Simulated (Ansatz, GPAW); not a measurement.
# AlN with GLLB-SC from a Python script

These are simulated results from GPAW 26.7.0, not measurements. The cell was built from a prototype and was relaxed with r2SCAN in plane waves (Ansatz 0.2.0). Not every such cell is a known phase. All runs are without spin polarisation.

The symmetry is F-43m (No. 216, cubic); a = 4.370 Å in the conventional setting, 10.43 Å³ an atom. Al has 4 N at 1.89 Å; N has 4 Al at 1.89 Å.

GLLB-SC is a model potential. Its fundamental gap is the Kohn-Sham gap plus a derivative discontinuity, which the script evaluates at the band edges among the listed k points. Its total energy isn't variational and serves nothing here.

Input script:

```python
import json
from ase import Atoms
from gpaw import GPAW, PW, FermiDirac

atoms = Atoms(['Al', 'N'],
              cell=[[0.0, 2.18487642, 2.18487642], [2.18487642, 0.0, 2.18487642], [2.18487642, 2.18487642, 0.0]],
              scaled_positions=[[0.0, 0.0, 0.0], [0.25, 0.25, 0.25]],
              pbc=True)
calc = GPAW(mode=PW(400), xc='GLLBSC', kpts={'size': (6, 6, 6), 'gamma': True},
            occupations=FermiDirac(0.02), maxiter=100, legacy_gpaw=True, txt='gpaw.txt')
atoms.calc = calc
res = {'energy': atoms.get_potential_energy(force_consistent=True)}
res['electrons'] = calc.get_number_of_electrons()
res['k'] = calc.get_ibz_k_points().tolist()
res['levels'] = [calc.get_eigenvalues(kpt=i).tolist() for i in range(len(res['k']))]
points = [[0.0, 0.0, 0.0], [-0.5, -0.5, 0.0], [-0.375, -0.375, 0.25], [-0.375, 0.0, 0.375], [0.0, 0.0, 0.5], [-0.5, -0.25, 0.25], [0.0, 0.5, 0.5]]
bands = calc.fixed_density(kpts=points, symmetry='off', nbands=round(res['electrons']) // 2 + 6, convergence={'bands': -2}, txt='bands.txt')
res['points'] = [bands.get_eigenvalues(kpt=i).tolist() for i in range(len(points))]
homo, lumo = bands.get_homo_lumo()
potential = calc.hamiltonian.xc.response.calculate_discontinuity_potential(homo, lumo)
res['discontinuity'] = bands.hamiltonian.xc.response.calculate_discontinuity(potential)
json.dump(res, open('results.json', 'w'))
print('free energy (eV):', round(res['energy'], 5))
```

Command: `python run.py`. It took 2.9 s on 1 thread of Arm Neoverse V2, on a shared host, peak memory 0.12 GiB.

The log gpaw.txt, trimmed of paths, versions and times, then the last line on the terminal. An iter line gives the energy in eV and the logarithms of the changes of orbitals (plane waves alone) and density (c: converged):

```
___ ___ ___ _ _ _
 |   |   |_  | | | |

 | | | | | . | | | |

 |__ |  _|___|_____|  26.7.0
 |___|_|

Input parameters:
  kpts: {gamma: True,
         size: (6, 6, 6)}
  maxiter: 100
  mode: {ecut: 400.0,
         name: pw}
  occupations: {fixmagmom: False,
                name: fermi-dirac,
                width: 0.02}
  xc: GLLBSC

System changes: positions, numbers, cell, pbc, initial_charges, initial_magmoms

Initialize ...

species:
  Al:
    name:    Aluminium
    Z:       13.0
    valence: 3
    core:    10
    charge:  0.0  # [|e|]
    compensation charges:
      type: gauss
      rc: 0.34  # [Å]
      lmax: 2
    cutoffs:
      filter: 1.91  # [Å]
      core: 2.36  # [Å]
    projectors
    | kind |    occ | energy [eV] | rcut [Å] |

    |------|--------|-------------|----------|

    |   3s |  2.000 |      -7.950 |    1.085 |

    |   3p |  1.000 |      -3.225 |    1.085 |

    |    s |        |      19.261 |    1.085 |

    |    p |        |      23.986 |    1.085 |

    |    d |        |       0.000 |    1.085 |

    Using partial waves for Al as LCAO basis

  N:
    name:    Nitrogen
    Z:       7.0
    valence: 5
    core:    2
    charge:  0.0  # [|e|]
    compensation charges:
      type: gauss
      rc: 0.18  # [Å]
      lmax: 2
    cutoffs:
      filter: 1.11  # [Å]
      core: 0.96  # [Å]
    projectors
    | kind |    occ | energy [eV] | rcut [Å] |

    |------|--------|-------------|----------|

    |   2s |  2.000 |     -22.351 |    0.603 |

    |   2p |  3.000 |     -10.227 |    0.529 |

    |    s |        |       4.860 |    0.603 |

    |    p |        |      16.985 |    0.529 |

    |    d |        |       0.000 |    0.577 |

    Using partial waves for N as LCAO basis

Reference energy: -8065.364373  # eV

Spin-paired calculation

Convergence criteria:
 Maximum [total energy] change in last 3 cyles: 0.0005 eV / valence electron
 Maximum integral of absolute [dens]ity change: 0.0001 electrons / valence electron
 Maximum integral of absolute [eigenst]ate change: 4e-08 eV^2 / valence electron
 Maximum number of scf [iter]ations: 100
 (Square brackets indicate name in SCF output, whereas a 'c' in
 the SCF output indicates the quantity has converged.)

Symmetries present (total): 24

  ( 1  0  0)  ( 1  0  0)  ( 1  0 -1)  ( 1  0 -1)  ( 1 -1  0)  ( 1 -1  0)
  ( 0  1  0)  ( 0  0  1)  ( 0  1 -1)  ( 0  0 -1)  ( 0 -1  1)  ( 0 -1  0)
  ( 0  0  1)  ( 0  1  0)  ( 0  0 -1)  ( 0  1 -1)  ( 0 -1  0)  ( 0 -1  1)

  ( 0  1  0)  ( 0  1  0)  ( 0  1 -1)  ( 0  1 -1)  ( 0  0  1)  ( 0  0  1)
  ( 1  0  0)  ( 0  0  1)  ( 1  0 -1)  ( 0  0 -1)  ( 1  0  0)  ( 0  1  0)
  ( 0  0  1)  ( 1  0  0)  ( 0  0 -1)  ( 1  0 -1)  ( 0  1  0)  ( 1  0  0)

  ( 0  0 -1)  ( 0  0 -1)  ( 0 -1  1)  ( 0 -1  1)  ( 0 -1  0)  ( 0 -1  0)
  ( 1  0 -1)  ( 0  1 -1)  ( 1 -1  0)  ( 0 -1  0)  ( 1 -1  0)  ( 0 -1  1)
  ( 0  1 -1)  ( 1  0 -1)  ( 0 -1  0)  ( 1 -1  0)  ( 0 -1  1)  ( 1 -1  0)

  (-1  1  0)  (-1  1  0)  (-1  0  1)  (-1  0  1)  (-1  0  0)  (-1  0  0)
  (-1  0  1)  (-1  0  0)  (-1  1  0)  (-1  0  0)  (-1  1  0)  (-1  0  1)
  (-1  0  0)  (-1  0  1)  (-1  0  0)  (-1  1  0)  (-1  0  1)  (-1  1  0)

216 k-points: 6 x 6 x 6 Monkhorst-Pack grid + [1/12,1/12,1/12]
16 k-points in the irreducible part of the Brillouin zone
       k-points in crystal coordinates                weights
   0:     0.00000000    0.00000000    0.00000000          1/216
   1:     0.16666667    0.16666667    0.00000000          6/216
   2:     0.16666667    0.16666667    0.16666667          8/216
   3:     0.33333333    0.16666667    0.16666667         12/216
   4:     0.33333333    0.33333333   -0.33333333         12/216
   5:     0.33333333    0.33333333    0.00000000          6/216
   6:     0.33333333    0.33333333    0.16666667         24/216
   7:     0.33333333    0.33333333    0.33333333          8/216
   8:     0.50000000    0.33333333   -0.33333333         24/216
   9:     0.50000000    0.33333333   -0.16666667         12/216
          ...
  15:     0.50000000    0.50000000    0.50000000          4/216

Wave functions: Plane wave expansion
  Cutoff energy: 400.000 eV
  Number of coefficients (min, max): 339, 392
  Pulay-stress correction: 0.000000 eV/Ang^3 (de/decut=0.000000)
  Using FFTW library
  ScaLapack parameters: grid=1x1, blocksize=None
  Wavefunction extrapolation:
    Improved wavefunction reuse through dual PAW basis

Occupation numbers: Fermi-Dirac:
  width: 0.0200  # eV

Eigensolver
   Davidson(niter=2)

Densities:
  Coarse grid: 15*15*15 grid
  Fine grid: 30*30*30 grid
  Total Charge: 0.000000

Density mixing:
  Method: separate
  Backend: msr1
  Linear mixing parameter: 0.05
  old densities: 10
  Width of damping distribution: 1.1
  Damping of long wavelength oscillations: 20

Hamiltonian:
  XC and Coulomb potentials evaluated on a 30*30*30 grid
  Using the GLLBSC Exchange-Correlation functional
  External potential:
    NoExternalPotential

XC parameters: GLLBSC functional being used consists of
  -----------------------------------------------------------------------
  | Weight | Module     | Description                                   |

  -----------------------------------------------------------------------
  |  1.000 | SCREENING  | GGA_X_PBE_SOL with 2 nearest neighbor stencil |

  |  1.000 | RESPONSE   | eps=0.0500 eV                                 |

  |  1.000 | XC         | GGA_C_PBE_SOL with 2 nearest neighbor stencil |

  -----------------------------------------------------------------------

Memory estimate:
  Process memory now: 108.32 MiB
  Calculator: 4.14 MiB
    Density: 1.69 MiB
      Arrays: 0.67 MiB
      Localized functions: 0.50 MiB
      Mixer: 0.51 MiB
    Hamiltonian: 0.45 MiB
      Arrays: 0.44 MiB
      XC: 0.00 MiB
      Poisson: 0.00 MiB
      vbar: 0.01 MiB
    Wavefunctions: 2.00 MiB
      Arrays psit_nG: 0.77 MiB
      Eigensolver: 0.09 MiB
      Projections: 0.05 MiB
      Projectors: 0.87 MiB
      PW-descriptor: 0.22 MiB

Total number of cores used: 1

Number of atoms: 2
Number of atomic orbitals: 8
Number of bands in calculation: 8
Number of valence electrons: 8
Bands to converge: occupied

... initialized

Initializing position-dependent things.

Density initialized from atomic densities
Creating initial wave functions:
  8 bands from LCAO basis set
Positions:
   0 Al     0.000000    0.000000    0.000000    ( 0.0000,  0.0000,  0.0000)
   1 N      1.092438    1.092438    1.092438    ( 0.0000,  0.0000,  0.0000)

Unit cell:
           periodic     x           y           z      points  spacing
  1. axis:    yes    0.000000    2.184876    2.184876    15     0.1682
  2. axis:    yes    2.184876    0.000000    2.184876    15     0.1682
  3. axis:    yes    2.184876    2.184876    0.000000    15     0.1682

  Lengths:   3.089882   3.089882   3.089882
  Angles:   60.000000  60.000000  60.000000

Effective grid spacing dv^(1/3) = 0.1835

iter:   1   -16.822707
iter:   2   -16.539636   -1.96  -0.53
iter:   3   -13.283217   -0.30  -0.56
iter:   4   -13.385912   -1.33  -0.94
iter:   5   -13.554459   -1.46  -1.31
iter:   6   -13.292025   -2.13  -1.28
iter:   7   -13.253816   -3.10  -1.89
iter:   8   -13.250182   -3.88  -2.41
iter:   9   -13.247306   -4.62  -3.18
iter:  10   -13.250234c  -5.96  -3.05
iter:  11   -13.252066   -5.95  -3.38
iter:  12   -13.251868c  -7.64c -4.36c

Converged after 12 iterations.

Energy contributions relative to reference atoms: (reference = -8065.364373)

Kinetic:        +14.446796
Potential:       -9.087611
External:        +0.000000
XC:             -18.578037
Entropy (-ST):   -0.000000
Local:           -0.033016
SIC:             +0.000000
--------------------------
Free energy:    -13.251868
Extrapolated:   -13.251868

GLLBSC response reference energy: 4.38652 eV (from HOMO)

Showing only first 2 kpts
 Kpt  Band  Eigenvalues  Occupancy
  0     2      4.38616    2.00000
  0     3      4.38616    2.00000
  0     4      8.60067    0.00000
  0     5     17.73493    0.00000

  1     2      3.79345    2.00000
  1     3      3.79370    2.00000
  1     4     10.41790    0.00000
  1     5     16.39160    0.00000

Fermi level: 5.87772

Gap: 3.954 eV
Transition (v -> c):
  (s=0, k=0, n=3, [0.00, 0.00, 0.00]) -> (s=0, k=12, n=4, [0.50, 0.50, 0.00])
Direct/indirect transitions are different
Direct gap: 4.215 eV
Transition at: (s=0, k=0, n=3, [0.00, 0.00, 0.00])

free energy (eV): -13.25187
```

The gap in the log is over the mesh alone; results.json adds the listed points. GLLB-SC gives a gap of 5.62 eV (3.954 eV Kohn-Sham over the listed points plus 1.661 eV discontinuity). On the same cell, plane-wave PBE (Ansatz, 10×10×10 k points and the special points) gives a gap of 3.33 eV and r2SCAN a gap of 3.94 eV; on shared hosts these took about 1.2 and 2.4 core-seconds on the 2-atom cell, against 2.9 for the script. Semilocal gaps usually lie below measured ones.
